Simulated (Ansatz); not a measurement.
# C2H6OSi: harmonic frequencies at the relaxed geometry from a Python script

At which frequencies does C2H6OSi vibrate? Aim: harmonic frequencies at the relaxed geometry, for C2H6OSi, run from a script.

Computed with Ansatz 0.2.0, driven from Python. Level of theory: CAM-B3LYP/def2-SVP.

## 1. The structure

Bond lengths: C1–C2 1.272 Å, C2–O3 1.380 Å, C2–Si4 1.872 Å, C1–H5 1.137 Å, C1–H6 1.119 Å, O3–H7 1.027 Å, Si4–H8 1.504 Å, Si4–H9 1.530 Å, Si4–H10 1.425 Å. Angles: C1–C2–O3 116.5°, C1–C2–Si4 124.7°, O3–C2–Si4 118.8°, C2–C1–H5 122.2°, C2–C1–H6 126.7°, H5–C1–H6 111.1°, C2–O3–H7 109.1°, C2–Si4–H8 107.6°, C2–Si4–H9 110.7°, C2–Si4–H10 111.0°, H8–Si4–H9 107.0°, H8–Si4–H10 108.8°, H9–Si4–H10 111.4°.

The script holds or builds the structure itself.

## 2. The script

Contents of run_freq.py:

```python
# -*- coding: utf-8 -*-
'''Vibrations and zero-point energy of C2H6OSi.'''

import ansatz as az
from ase import Atoms
import numpy as np

atoms = Atoms(['C', 'C', 'O', 'Si', 'H', 'H', 'H', 'H', 'H', 'H'], positions=[
    [-1.0677, 0.8727, -0.7332],
    [0.0113, 0.2434, -0.4933],
    [0.9836, 0.2932, -1.4714],
    [0.3578, -0.7166, 1.0766],
    [-1.2249, 1.4629, -1.6917],
    [-1.9548, 0.9595, -0.0574],
    [1.8077, -0.2299, -1.1528],
    [-0.6872, -1.7922, 1.1933],
    [0.2136, 0.1836, 2.3054],
    [1.6437, -1.3277, 1.0276],
])
system = az.Crystal.molecule_from_ase(atoms)

model = (
    system.calculation()
    .basis(gaussian='def2-SVP')
    .functional('cam_b3lyp')
)
symbols = [site.symbol for site in system.cartesian_sites]
start = np.array([site.position_ang for site in system.cartesian_sites], dtype=float)
report = model.relax(force_tolerance=0.003).run(threads=1).report
end = np.array(report['positions_ang'])

print('final positions (A) and the move of each atom')
for symbol, xyz, old in zip(symbols, end, start):
    print(f'{symbol:2s} {xyz[0]:10.5f} {xyz[1]:10.5f} {xyz[2]:10.5f}   {np.linalg.norm(xyz - old):7.4f}')

# same settings at the minimum
minimum = az.Crystal.molecule()
for symbol, place in zip(symbols, end):
    minimum = minimum.atom(symbol, place.tolist())
vibrating = (
    minimum.calculation()
    .basis(gaussian='def2-SVP')
    .functional('cam_b3lyp')
    .phonons(temperatures=(200, 600, 100))
)
vib = vibrating.run(threads=1).report['vibrations']
sums = vib['harmonic_sums']
modes = [m['omega_inv_cm'] for m in sums['modes_at_gamma'] if m['rigid_motion'] == 'no']
for number, w in enumerate(modes, start=1):
    print(f'mode {number:2d} {w:9.1f} 1/cm {w / 8065.544 * 1000:8.2f} meV')
print('imaginary modes:', sum(w < 0 for w in modes), ' zero-point energy:', round(sums['zero_point_energy_ev'], 4), 'eV')
print('T (K)   F_vib (eV)   S_vib (meV/K)   C_vib (meV/K)')
for row in zip(sums['temperatures_k'], sums['vibrational_free_energy_ev'], vib['entropy_ev_per_k'], vib['heat_capacity_ev_per_k']):
    print(f'{row[0]:6.1f} {row[1]:11.4f} {1000 * row[2]:13.4f} {1000 * row[3]:15.4f}')
```

## 3. The input behind the calls

The package turns the script's settings into the engine's input (first run):

```yaml
crystal:
  periodic: [false, false, false]
  atoms:
    - { symbol: C, position_ang: [-1.0677, 0.8727, -0.7332] }
    - { symbol: C, position_ang: [0.0113, 0.2434, -0.4933] }
    - { symbol: O, position_ang: [0.9836, 0.2932, -1.4714] }
    - { symbol: Si, position_ang: [0.3578, -0.7166, 1.0766] }
    - { symbol: H, position_ang: [-1.2249, 1.4629, -1.6917] }
    - { symbol: H, position_ang: [-1.9548, 0.9595, -0.0574] }
    - { symbol: H, position_ang: [1.8077, -0.2299, -1.1528] }
    - { symbol: H, position_ang: [-0.6872, -1.7922, 1.1933] }
    - { symbol: H, position_ang: [0.2136, 0.1836, 2.3054] }
    - { symbol: H, position_ang: [1.6437, -1.3277, 1.0276] }
basis:
  gaussian:
    orbitals: def2-SVP
hamiltonian:
  xc: cam_b3lyp
relax:
  f_tol: 0.003
```

## 4. The run

Command:

```sh
python run_freq.py
```

**Question.** What results will this script give? Wanted: moves of the relaxation of run 1; energy gained in run 1; last largest force component of run 1; highest frequency; imaginary modes; zero-point energy.

**Answer**, as computed:

| quantity | value |
| --- | --- |
| runs compared | 2 |
| moves of the relaxation of run 1 | 23 |
| energy gained in run 1 | 0.449 eV |
| last largest force component of run 1 | 0.0028 eV/Å |
| highest frequency | 3877 cm⁻¹ |
| imaginary modes | 0 |
| zero-point energy | 1.958 eV |

Run 1: After 23 moves the largest shift is 0.867 Å, of atom 10 (H). So large a move can change the bonding: the results belong to the relaxed structure. All frequencies are real, so the geometry is a minimum. The values are harmonic; measured fundamentals also hold anharmonic shifts, mostly downward for stretches. The frequencies are harmonic and unscaled, in a modest basis.
